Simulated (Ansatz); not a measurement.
# InNiF: the cost of one run

Program: Ansatz 0.2.0. Level of theory: reference: DFT PBE, plane waves, PAW, scalar-relativistic, no spin polarisation. These are calculated values, not measurements.

### Step 1. Starting point

The structure is tetragonal, space group P4/nmm (No. 129). The conventional cell has a = 3.480 Å, b = 3.480 Å, c = 6.303 Å, α = 90.00°, β = 90.00°, γ = 90.00°. F (site symmetry -4m2) is surrounded by 4 Ni at 2.26 Å and 4 In at 2.84 Å. Around In (site symmetry 4mm) lie 5 Ni at 2.59 to 2.62 Å and 4 F at 2.84 Å. Ni (site symmetry 4mm) is surrounded by 4 F at 2.26 Å and 5 In at 2.59 to 2.62 Å.

Coordinates:

```cif
data_structure
_symmetry_space_group_name_H-M 'P4/nmm:1'
_symmetry_Int_Tables_number 129
_cell_length_a 3.4800
_cell_length_b 3.4800
_cell_length_c 6.3033
_cell_angle_alpha 90.000
_cell_angle_beta 90.000
_cell_angle_gamma 90.000
_cell_volume 76.34
loop_
_atom_site_label
_atom_site_type_symbol
_atom_site_symmetry_multiplicity
_atom_site_Wyckoff_symbol
_atom_site_fract_x
_atom_site_fract_y
_atom_site_fract_z
_atom_site_occupancy
F1 F 2 a 0.00000 0.00000 0.00000 1
In1 In 2 c 0.50000 0.00000 0.64480 1
Ni1 Ni 2 c 0.50000 0.00000 0.22861 1
```

### Step 2. The reference run

Contents of input.yaml:

```yaml
crystal:
  lattice:
    - [3.479995, 0.0, 0.0]
    - [0.0, 3.479995, 0.0]
    - [0.0, 0.0, 6.303331]
  atoms:
    - { symbol: F, position: [0.75, 0.25, 0.0] }
    - { symbol: F, position: [0.25, 0.75, 0.0] }
    - { symbol: In, position: [0.25, 0.25, 0.6448] }
    - { symbol: In, position: [0.75, 0.75, 0.3552] }
    - { symbol: Ni, position: [0.25, 0.25, 0.22861] }
    - { symbol: Ni, position: [0.75, 0.75, 0.77139] }
  symmetry: { tolerance: 0.0003 }
kpoints:
  mp_grid: { grid: [5, 5, 3], shift: [0, 0, 0] }
magnetization:
  spin_polarized: false
scf:
  occupations: { method: gaussian, width: 0.1984 }
hamiltonian:
  pseudopotentials: { kind: paw }
  xc: pbe
basis:
  ecutwfc: 420
output:
  forces: true
  stress: true
  eigenvalues: true
  write_density: true
  write_potential: true
  elf: true
  volumetric_format: npy
relax:
  max_steps: 40
  cell: {}
```

On the command line:

```bash
> ansatz run input.yaml --threads 1 --pin off --max-ram 2560MiB --backend cpu --events-out ev --progress --plain --runs-dir out
```

Q: Estimate wall time and peak memory on 1 thread of an x86-64 CPU, shared host.

About 29 s, with a peak of 0.42 GiB.
